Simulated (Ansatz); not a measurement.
# Si64BO defect cell: levels of theory

Aim: for Si64BO defect cell, compare levels of theory; the runs are relaxing the atoms and single point.

Computed with Ansatz 0.2.0 (DFT PBE, scalar-relativistic, plane waves, PAW, and further levels as typed in the inputs, unless a step's input says otherwise).

## 1. The structure to begin with

Symmetry: P1, No. 1, triclinic system. The conventional cell has a = 10.862 Å, b = 10.862 Å, c = 10.862 Å, α = 90.00°, β = 90.00°, γ = 90.00°. O (site symmetry 1) is surrounded by 1 Si at 1.45 Å. B (site symmetry 1) has 1 Si at 1.59 Å as nearest neighbours. Si (site symmetry 1) has 1 B at 1.59 Å as nearest neighbours. Si (site symmetry 1) has 4 Si at 2.12 to 2.37 Å as nearest neighbours. Si (site symmetry 1) is surrounded by 4 Si at 2.18 to 2.43 Å. Si (site symmetry 1) is surrounded by 1 O at 1.94 Å. Around Si (site symmetry 1) lie 1 O at 1.45 Å. Si (site symmetry 1) is surrounded by 4 Si at 2.34 to 2.40 Å. Only part of the 66 independent sites is listed.

Structure file:

```
O B Si
1.0
    10.86200    0.00000    0.00000
     0.00000   10.86200    0.00000
     0.00000    0.00000   10.86200
O B Si
1 1 64
Direct
  0.12622 0.12409 0.02124
  0.99930 0.00030 0.11485
  0.99749 0.99837 0.96830
  0.99909 0.24671 0.24943
  0.24901 0.00167 0.24540
  0.24807 0.25318 0.00513
  0.12083 0.12678 0.15451
  0.12263 0.37259 0.37383
  0.37775 0.12697 0.37516
  0.37400 0.37501 0.12471
  0.00219 0.99826 0.49998
  0.99972 0.24986 0.75069
  0.25055 0.00369 0.74976
  0.25431 0.24916 0.49868
  0.12528 0.12598 0.62574
  0.12857 0.37815 0.87637
  0.37407 0.12472 0.87890
  0.37561 0.37138 0.62310
  0.99840 0.50318 0.99970
  0.00624 0.75181 0.25034
  0.24880 0.50269 0.24934
  0.24772 0.75157 0.00004
  0.12828 0.62480 0.11710
  0.12718 0.86981 0.37925
  0.38003 0.62382 0.37178
  0.37114 0.87741 0.12444
  0.99835 0.49933 0.50577
  0.00096 0.75206 0.75215
  0.25281 0.50293 0.74804
  0.24941 0.74790 0.49804
  0.12815 0.62361 0.62478
  0.12309 0.87336 0.87718
  0.37377 0.62367 0.87636
  0.37638 0.87719 0.62547
  0.49516 0.00174 0.00138
  0.50281 0.24766 0.25696
  0.74660 0.00201 0.25013
  0.74865 0.25225 0.99922
  0.61855 0.12178 0.12626
  0.63118 0.37091 0.37495
  0.87901 0.12668 0.37396
  0.87107 0.37008 0.12293
  0.49898 0.99379 0.49532
  0.50084 0.24887 0.74792
  0.74887 0.99776 0.75256
  0.75453 0.25573 0.50196
  0.62706 0.12904 0.62980
  0.62905 0.37835 0.87325
  0.87058 0.12742 0.87474
  0.87485 0.37254 0.62141
  0.50387 0.50128 0.99706
  0.50108 0.75084 0.25144
  0.75617 0.49990 0.24647
  0.75010 0.74821 0.00152
  0.62558 0.62596 0.12343
  0.62614 0.87359 0.37643
  0.87417 0.62191 0.37638
  0.87305 0.87899 0.12622
  0.50129 0.50028 0.49984
  0.49341 0.75338 0.74775
  0.75264 0.49824 0.74960
  0.74938 0.74713 0.49953
  0.62632 0.62386 0.62151
  0.62342 0.87569 0.87817
  0.87731 0.62579 0.87225
  0.87750 0.87507 0.62434
```

## 2. Relaxing the atoms: Si64BO defect cell, total moment held at 1 μB

input.yaml

```yaml
crystal:
  lattice:
    - [10.862, 0.0, 0.0]
    - [0.0, 10.862, 0.0]
    - [0.0, 0.0, 10.862]
  atoms:
    - { symbol: O, position: [0.126218636, 0.1240861623, 0.0212367111], spin: 1.0 }
    - { symbol: B, position: [-0.0006962589, 0.0003027339, 0.1148475799] }
    - { symbol: Si, position: [-0.0025112293, -0.0016340545, 0.9682957155] }
    - { symbol: Si, position: [-0.0009110752, 0.2467056768, 0.249434147] }
    - { symbol: Si, position: [0.2490089423, 0.0016667417, 0.2454019834] }
    - { symbol: Si, position: [0.2480661599, 0.2531800525, 0.0051298039] }
    - { symbol: Si, position: [0.1208262395, 0.1267810187, 0.1545140672] }
    - { symbol: Si, position: [0.1226334382, 0.3725919374, 0.3738330659] }
    - { symbol: Si, position: [0.3777520894, 0.1269676522, 0.3751633518] }
    - { symbol: Si, position: [0.3739965636, 0.3750090835, 0.1247074284] }
    - { symbol: Si, position: [0.0021903516, -0.0017443518, 0.4999828901] }
    - { symbol: Si, position: [-0.0002791409, 0.249855529, 0.7506883198] }
    - { symbol: Si, position: [0.2505459218, 0.003686748, 0.7497600563] }
    - { symbol: Si, position: [0.2543128309, 0.2491552577, 0.4986805429] }
    - { symbol: Si, position: [0.125278231, 0.1259816934, 0.6257446485] }
    - { symbol: Si, position: [0.1285683025, 0.3781467768, 0.876365606] }
    - { symbol: Si, position: [0.3740710654, 0.124722111, 0.8789036955] }
    - { symbol: Si, position: [0.3756110867, 0.3713797465, 0.6230954744] }
    - { symbol: Si, position: [-0.0015950467, 0.5031823, -0.0002959786] }
    - { symbol: Si, position: [0.0062422393, 0.751813532, 0.2503447068] }
    - { symbol: Si, position: [0.2487966196, 0.5026850837, 0.2493351745] }
    - { symbol: Si, position: [0.2477238351, 0.7515691384, 3.52375e-05] }
    - { symbol: Si, position: [0.1282840933, 0.624796741, 0.117101764] }
    - { symbol: Si, position: [0.1271801687, 0.8698138256, 0.3792499249] }
    - { symbol: Si, position: [0.3800304679, 0.6238205725, 0.3717831838] }
    - { symbol: Si, position: [0.3711413901, 0.8774102043, 0.1244417653] }
    - { symbol: Si, position: [-0.0016526236, 0.4993276937, 0.5057683153] }
    - { symbol: Si, position: [0.0009581642, 0.7520596399, 0.7521457584] }
    - { symbol: Si, position: [0.2528128, 0.5029313702, 0.7480377469] }
    - { symbol: Si, position: [0.249405668, 0.7478988391, 0.4980358224] }
    - { symbol: Si, position: [0.1281527557, 0.6236141902, 0.6247813901] }
    - { symbol: Si, position: [0.1230864675, 0.8733610677, 0.877177052] }
    - { symbol: Si, position: [0.373769757, 0.6236684215, 0.8763631679] }
    - { symbol: Si, position: [0.3763823071, 0.8771886097, 0.6254716381] }
    - { symbol: Si, position: [0.495156304, 0.0017408299, 0.0013763466] }
    - { symbol: Si, position: [0.502812017, 0.2476621195, 0.2569622748] }
    - { symbol: Si, position: [0.7465962453, 0.0020077884, 0.2501269248] }
    - { symbol: Si, position: [0.7486545775, 0.2522540942, -0.0007772881] }
    - { symbol: Si, position: [0.618549194, 0.1217760676, 0.126264016] }
    - { symbol: Si, position: [0.6311810871, 0.3709088772, 0.3749531983] }
    - { symbol: Si, position: [0.8790068133, 0.1266761287, 0.3739625644] }
    - { symbol: Si, position: [0.8710727549, 0.3700805985, 0.1229343423] }
    - { symbol: Si, position: [0.4989824815, -0.0062118895, 0.4953222011] }
    - { symbol: Si, position: [0.5008386535, 0.2488703949, 0.7479152166] }
    - { symbol: Si, position: [0.7488744637, -0.0022444064, 0.7525617277] }
    - { symbol: Si, position: [0.7545294257, 0.255727165, 0.5019604065] }
    - { symbol: Si, position: [0.6270635774, 0.129040956, 0.6298014605] }
    - { symbol: Si, position: [0.629046782, 0.3783482326, 0.8732471391] }
    - { symbol: Si, position: [0.870581757, 0.1274226279, 0.8747408421] }
    - { symbol: Si, position: [0.8748462409, 0.372543489, 0.6214068732] }
    - { symbol: Si, position: [0.5038726753, 0.5012845728, -0.0029415373] }
    - { symbol: Si, position: [0.5010783114, 0.7508440439, 0.2514413077] }
    - { symbol: Si, position: [0.7561681205, 0.4999041555, 0.2464657802] }
    - { symbol: Si, position: [0.7501009279, 0.7482148133, 0.0015151017] }
    - { symbol: Si, position: [0.6255815019, 0.6259570109, 0.1234338487] }
    - { symbol: Si, position: [0.6261425487, 0.8735907124, 0.3764286301] }
    - { symbol: Si, position: [0.8741686472, 0.6219110483, 0.3763768835] }
    - { symbol: Si, position: [0.8730498236, 0.8789878874, 0.1262234108] }
    - { symbol: Si, position: [0.5012917655, 0.5002799064, 0.4998360744] }
    - { symbol: Si, position: [0.4934081263, 0.7533755401, 0.7477520383] }
    - { symbol: Si, position: [0.7526411209, 0.4982364835, 0.749604696] }
    - { symbol: Si, position: [0.7493808051, 0.7471317568, 0.499525753] }
    - { symbol: Si, position: [0.6263156311, 0.6238560718, 0.6215087] }
    - { symbol: Si, position: [0.6234168232, 0.875689976, 0.878168483] }
    - { symbol: Si, position: [0.8773088123, 0.6257937865, 0.8722502404] }
    - { symbol: Si, position: [0.8775047582, 0.8750668682, 0.6243371891] }
  symmetry: { detect: false }
magnetization:
  spin_polarized: true
  initial_magnetization: 1
  spin_locking: { lock_magnetization: hard }
scf:
  occupations: { method: fixed }
output:
  forces: true
  stress: false
  eigenvalues: true
  efg: {}
kpoints:
  mp_grid: { grid: [2, 2, 2], shift: [0.5, 0.5, 0.5] }
hamiltonian:
  xc: pbe
relax:
  f_tol: 0.01
  max_steps: 120
```

Command:

```console
$ ansatz run input.yaml --threads 8 --pin off --max-ram 24576MiB --backend cpu --events-out ev --progress --plain --runs-dir out
```

The log of the run, shortened:

```text
Warning: RAYON_NUM_THREADS=8 ignored (pool sized by the plan → 8); use --threads N
[...]
Pseudopotentials: kind: paw
Pseudopotential: O, paw, valence charge 6, recommended cutoff 420 eV (normal), O.paw.azcp
Pseudopotential: B, paw, valence charge 3, recommended cutoff 420 eV (normal), B.paw.azcp
Pseudopotential: Si, paw, valence charge 4, recommended cutoff 420 eV (normal), Si.paw.azcp
Functional definition: PBE
[...]
Crystal: 66 atoms, lattice volume = 1281.532 Å³
Basis set: ecut = 420 eV, 25173 PW (Γ), exchange–correlation on 150×150×150 points (8 copies of the dense FFT grid, shifted against one another)
Bands: 199, of which v1, the nominal top of the filled ones, is band 133 counted from 1 (132 counted from 0)
Symmetry: 1 space group operations
k-points: 4 of 8 (time reversal used)
[...]
Starting moments: Σ|m| = 1 μB on 1 of 66 sites
[...]
SCF iter   1: F=—  HF=-41420.443773 eV  |F-HF|=—  |Δ(HF+E_count)|=         —  Δρ=3.28e-2 (↑3.28e-2 ↓3.06e-2)  dr2=9.37e1  dr2_m=1.71e-1  M=1.000 μB ∫|m|=1.185 μB  β_m=0.30  ethr=3.10e-3  ⟨swp⟩=5.0  Hψ=5921  notcnv=0  defer=502
[...]
spin=Collinear: Resta preconditioning applied to the charge; magnetization (m = ρ↑ − ρ↓) channel mixes plain (no charge-response kernel on spin).
[...]
relax step   1: F+E_penalty+E_count = -41405.55819169 eV  Δ(F+E_penalty+E_count) = +0.000e0 eV  max|allowed force component| = 1.223e1 eV/Å  Δτ_max = 0.0000 Å  (11 SCF iters, dr2 threshold 2.50e-6 eV, accepted)
[...]
    - { symbol: Si, position: [0.6271301952275796, 0.37558249654186804, 0.8780051771029708] }
    - { symbol: Si, position: [0.8737935189293341, 0.13651258968547256, 0.8605229810602077] }
    - { symbol: Si, position: [0.8715785632783204, 0.37862305462690754, 0.6216412513359584] }
    - { symbol: Si, position: [0.494281886477598, 0.4940528597955727, 0.0019348118342757657] }
    - { symbol: Si, position: [0.49938967001270723, 0.7502209245129837, 0.24946779564999905] }
    - { symbol: Si, position: [0.7504539377243742, 0.4991498867855529, 0.2494684893081718] }
    - { symbol: Si, position: [0.7462136070855108, 0.7459627243662508, 1.1928446990178939e-5] }
    - { symbol: Si, position: [0.6210712585788399, 0.6208352929418363, 0.12528042270827927] }
    - { symbol: Si, position: [0.6208359835631414, 0.8741024223767969, 0.37928206527941194] }
    - { symbol: Si, position: [0.8743274818226469, 0.6205715934554222, 0.37931443063838766] }
    - { symbol: Si, position: [0.8580757922875705, 0.8577800710154183, 0.14520013754577227] }
    - { symbol: Si, position: [0.5012084458441308, 0.5009688979883753, 0.4981038070440804] }
    - { symbol: Si, position: [0.5017115036191484, 0.750198491708798, 0.7516287311314381] }
    - { symbol: Si, position: [0.7504476503683596, 0.5014569485307512, 0.751604429949851] }
    - { symbol: Si, position: [0.7492925337510175, 0.7490629185413569, 0.5006057311032441] }
    - { symbol: Si, position: [0.6250333399273635, 0.624794107586849, 0.6260032559389359] }
    - { symbol: Si, position: [0.6267505872660541, 0.8758990763108174, 0.8755091942210257] }
    - { symbol: Si, position: [0.8761319458173381, 0.6264980813358875, 0.8754929675229255] }
    - { symbol: Si, position: [0.8754731387620587, 0.875234786317594, 0.6229035984861939] }
```

Wall time 3.9 min (8 threads of AMD EPYC 9R45 (Zen 5), shared host); peak memory 8.3 GiB.

Relaxation path:

| step | E - E(step 1) (eV/cell) | largest force component (eV/Å) |
| --- | --- | --- |
| 1 | 0.0000 | 12.2251 |
| 2 | -4.1777 | 5.4990 |
| 3 | -5.7784 | 1.1660 |
| 4 | -6.1817 | 0.8020 |
| 5 | -6.2738 | 0.4778 |
| 6 | -6.2668 | 0.5538 |
| 7 | -6.3147 | 0.1320 |
| 8 | -6.3162 | 0.0413 |
| 9 | -6.3167 | 0.0057 |
| 10 | -6.3167 | 0.0057 |

Step 1 is the start. Step 6 was tried and not accepted.

## 3. Single point: LDA

It takes the final geometry of step 2.

input.yaml

```yaml
crystal:
  lattice:
    - [10.862, 0.0, 0.0]
    - [0.0, 10.862, 0.0]
    - [0.0, 0.0, 10.862]
  atoms:
    - { symbol: O, position: [0.1418318616, 0.1416775571, 0.0221395764], spin: 1.0 }
    - { symbol: B, position: [-0.0203092131, -0.02050773, 0.115254679] }
    - { symbol: Si, position: [0.0295235121, 0.0293230696, 0.9554335717] }
    - { symbol: Si, position: [-0.0044334158, 0.2599174113, 0.2632827778] }
    - { symbol: Si, position: [0.2601499161, -0.0046769809, 0.2633031933] }
    - { symbol: Si, position: [0.2509935583, 0.250717116, -0.0242652923] }
    - { symbol: Si, position: [0.0971077116, 0.0968602602, 0.1745258854] }
    - { symbol: Si, position: [0.1265744693, 0.3811350038, 0.3809524971] }
    - { symbol: Si, position: [0.3813741625, 0.1263266701, 0.3809723874] }
    - { symbol: Si, position: [0.3652330708, 0.3649711787, 0.1240823238] }
    - { symbol: Si, position: [0.000779554, 0.0005341594, 0.4993602783] }
    - { symbol: Si, position: [0.0011088984, 0.257792968, 0.7393304135] }
    - { symbol: Si, position: [0.2580409057, 0.0008473718, 0.7393222258] }
    - { symbol: Si, position: [0.2527129178, 0.2524820182, 0.5002230454] }
    - { symbol: Si, position: [0.1266294545, 0.1263762104, 0.6216077766] }
    - { symbol: Si, position: [0.1242511758, 0.3832283877, 0.8656671082] }
    - { symbol: Si, position: [0.3834927984, 0.1239987691, 0.8656303509] }
    - { symbol: Si, position: [0.3774670541, 0.3772346028, 0.6246483218] }
    - { symbol: Si, position: [0.0010783657, 0.5007382002, -0.0005575763] }
    - { symbol: Si, position: [-0.0010714137, 0.7436304714, 0.257291414] }
    - { symbol: Si, position: [0.2482593662, 0.499723369, 0.2478298297] }
    - { symbol: Si, position: [0.2486360053, 0.7527605875, 0.0011877369] }
    - { symbol: Si, position: [0.1231250381, 0.6267751794, 0.1248928162] }
    - { symbol: Si, position: [0.1254456603, 0.8715952591, 0.3780655565] }
    - { symbol: Si, position: [0.3745449726, 0.6238475104, 0.3727031201] }
    - { symbol: Si, position: [0.3753165734, 0.8765117683, 0.1245615815] }
    - { symbol: Si, position: [9.2457e-06, 0.5022823275, 0.5046980238] }
    - { symbol: Si, position: [-0.0005207356, 0.7517139221, 0.748645751] }
    - { symbol: Si, position: [0.2539583814, 0.5057131723, 0.7474402445] }
    - { symbol: Si, position: [0.2504985592, 0.7473968282, 0.50023519] }
    - { symbol: Si, position: [0.1251215192, 0.6271929101, 0.6263634842] }
    - { symbol: Si, position: [0.1367120491, 0.8735837241, 0.8605185568] }
    - { symbol: Si, position: [0.3757973437, 0.6269123291, 0.8780272365] }
    - { symbol: Si, position: [0.3788892853, 0.871318575, 0.6216460596] }
    - { symbol: Si, position: [0.5009717224, 0.0008368187, -0.0005570385] }
    - { symbol: Si, position: [0.4999791165, 0.2479913252, 0.247839663] }
    - { symbol: Si, position: [0.7439262774, -0.0013143005, 0.2572506188] }
    - { symbol: Si, position: [0.7529622382, 0.2484353684, 0.0011782625] }
    - { symbol: Si, position: [0.6270296039, 0.1228736047, 0.1248773502] }
    - { symbol: Si, position: [0.6240865024, 0.3743043433, 0.3727054072] }
    - { symbol: Si, position: [0.8718495977, 0.1252034926, 0.3780545713] }
    - { symbol: Si, position: [0.8767477583, 0.3750869436, 0.12455149] }
    - { symbol: Si, position: [0.5025460108, -0.0002401722, 0.5046946021] }
    - { symbol: Si, position: [0.5059600593, 0.2537229956, 0.7474194533] }
    - { symbol: Si, position: [0.751957225, -0.0007548033, 0.7486498763] }
    - { symbol: Si, position: [0.7476412896, 0.2502456604, 0.5002256186] }
    - { symbol: Si, position: [0.6274369416, 0.1248767743, 0.626355376] }
    - { symbol: Si, position: [0.6271301952, 0.3755824965, 0.8780051771] }
    - { symbol: Si, position: [0.8737935189, 0.1365125897, 0.8605229811] }
    - { symbol: Si, position: [0.8715785633, 0.3786230546, 0.6216412513] }
    - { symbol: Si, position: [0.4942818865, 0.4940528598, 0.0019348118] }
    - { symbol: Si, position: [0.49938967, 0.7502209245, 0.2494677956] }
    - { symbol: Si, position: [0.7504539377, 0.4991498868, 0.2494684893] }
    - { symbol: Si, position: [0.7462136071, 0.7459627244, 1.19284e-05] }
    - { symbol: Si, position: [0.6210712586, 0.6208352929, 0.1252804227] }
    - { symbol: Si, position: [0.6208359836, 0.8741024224, 0.3792820653] }
    - { symbol: Si, position: [0.8743274818, 0.6205715935, 0.3793144306] }
    - { symbol: Si, position: [0.8580757923, 0.857780071, 0.1452001375] }
    - { symbol: Si, position: [0.5012084458, 0.500968898, 0.498103807] }
    - { symbol: Si, position: [0.5017115036, 0.7501984917, 0.7516287311] }
    - { symbol: Si, position: [0.7504476504, 0.5014569485, 0.7516044299] }
    - { symbol: Si, position: [0.7492925338, 0.7490629185, 0.5006057311] }
    - { symbol: Si, position: [0.6250333399, 0.6247941076, 0.6260032559] }
    - { symbol: Si, position: [0.6267505873, 0.8758990763, 0.8755091942] }
    - { symbol: Si, position: [0.8761319458, 0.6264980813, 0.8754929675] }
    - { symbol: Si, position: [0.8754731388, 0.8752347863, 0.6229035985] }
  symmetry: { detect: false }
magnetization:
  spin_polarized: true
  initial_magnetization: 1
  spin_locking: { lock_magnetization: hard }
scf:
  occupations: { method: fixed }
output:
  forces: true
  stress: false
  eigenvalues: true
  efg: {}
kpoints:
  mp_grid: { grid: [2, 2, 2], shift: [0.5, 0.5, 0.5] }
hamiltonian:
  xc: lda
```

Command:

```console
$ ansatz run input.yaml --threads 8 --pin off --max-ram 24576MiB --backend cpu --events-out ev --progress --plain --runs-dir out
```

The log of the run, shortened:

```text
Warning: RAYON_NUM_THREADS=8 ignored (pool sized by the plan → 8); use --threads N
[...]
[... 4 set-up lines as earlier in the session ...]
Functional definition: SPW92
[...]
Crystal: 66 atoms, lattice volume = 1281.532 Å³
Basis set: ecut = 420 eV, 25173 PW (Γ)
Bands: 199, of which v1, the nominal top of the filled ones, is band 133 counted from 1 (132 counted from 0)
[... 1 set-up line as earlier in the session ...]
k-points: 4 of 8 (time reversal used)
[...]
Starting moments: Σ|m| = 1 μB on 1 of 66 sites
[...]
            electrostatic potential = -1358.849410 V   contact ρ = 12692.121091 e/Å³   contact ρ_s (e/Å³): all electrons +0.059863, valence +0.059232
[...]
            electrostatic potential = -1358.883457 V   contact ρ = 12692.110604 e/Å³   contact ρ_s (e/Å³): all electrons -0.008793, valence -0.007838
[...]
            electrostatic potential = -1358.869782 V   contact ρ = 12692.073151 e/Å³   contact ρ_s (e/Å³): all electrons -0.007269, valence -0.006563
[...]
            electrostatic potential = -1358.842040 V   contact ρ = 12692.202221 e/Å³   contact ρ_s (e/Å³): all electrons +0.188056, valence +0.184460
[...]
            electrostatic potential = -1358.841981 V   contact ρ = 12692.201996 e/Å³   contact ρ_s (e/Å³): all electrons +0.187918, valence +0.184326
[...]
            electrostatic potential = -1358.853593 V   contact ρ = 12691.998028 e/Å³   contact ρ_s (e/Å³): all electrons -0.007424, valence -0.006855
--- Band table (eV; the first three rows and the last of 8) ---
[...]
```

Run time: 29 s. Hardware: 8 threads of AMD EPYC 9R45 (Zen 5), shared host; peak memory 8 GiB.

## 4. Single point: HSE06

It takes the final geometry of step 2.

Edit input.yaml of step 3 so:

```diff
@@ -87,2 +87,2 @@
 hamiltonian:
-  xc: lda
+  xc: hse06
```

Command:

```console
$ ansatz run input.yaml --threads 8 --pin off --max-ram 24576MiB --backend cpu --events-out ev --progress --plain --runs-dir out
```

The log of the run, shortened:

```text
Warning: a hybrid functional in a run whose symmetry group does not fold −k onto k at every point of the mesh: there the points k and −k of kpoints.mp_grid are solved apart, and the exchange loop can end, converged, in a state whose levels at the two differ, below the state that time [...]
Warning: RAYON_NUM_THREADS=8 ignored (pool sized by the plan → 8); use --threads N
[...]
[... 4 set-up lines as earlier in the session ...]
Functional definition: HSE06
[...]
davidson cushion auto → on  (no smearing: the cushion is to keep the highest requested band from converging to the state above it; pin scf.eigensolver.cushion to override)
Crystal: 66 atoms, lattice volume = 1281.532 Å³
[...]
            electrostatic potential = -1358.237117 V   contact ρ = 12795.510393 e/Å³   contact ρ_s (e/Å³): all electrons +0.024276, valence +0.024059
[...]
            electrostatic potential = -1358.237113 V   contact ρ = 12795.510245 e/Å³   contact ρ_s (e/Å³): all electrons +0.024305, valence +0.024088
[...]
            electrostatic potential = -1358.285467 V   contact ρ = 12795.519034 e/Å³   contact ρ_s (e/Å³): all electrons -0.015525, valence -0.015144
[...]
            electrostatic potential = -1358.258442 V   contact ρ = 12795.492760 e/Å³   contact ρ_s (e/Å³): all electrons -0.008095, valence -0.007888
[...]
            electrostatic potential = -1358.222197 V   contact ρ = 12795.564974 e/Å³   contact ρ_s (e/Å³): all electrons +0.117157, valence +0.115822
[...]
            electrostatic potential = -1358.222175 V   contact ρ = 12795.564875 e/Å³   contact ρ_s (e/Å³): all electrons +0.117174, valence +0.115839
[...]
            electrostatic potential = -1358.247125 V   contact ρ = 12795.433262 e/Å³   contact ρ_s (e/Å³): all electrons -0.007093, valence -0.006900
--- Band table (eV; the first three rows and the last of 16) ---
[...]
```

Run time: 36 min. Hardware: 8 threads of AMD EPYC 9R45 (Zen 5), shared host; peak memory 20 GiB.

## 5. Summary of results

```
step  level  energy (eV)  gap on the mesh (eV)  moment (μB/cell)  largest site moment (μB)     time
   2    PBE   -41411.875                  0.13              1.00                      0.12  3.9 min
   3    LDA   -39655.817                  0.05              1.00                      0.10     29 s
   4  HSE06   -41442.701                  0.46              1.00                      0.16   36 min
```

Totals of different systems or levels have different zeros; only balanced differences at one level mean anything.

The gap on the mesh runs from 0.05 eV with LDA to 0.46 eV with HSE06. Other magnetic orders or occupations could lie lower; they were not searched in full.
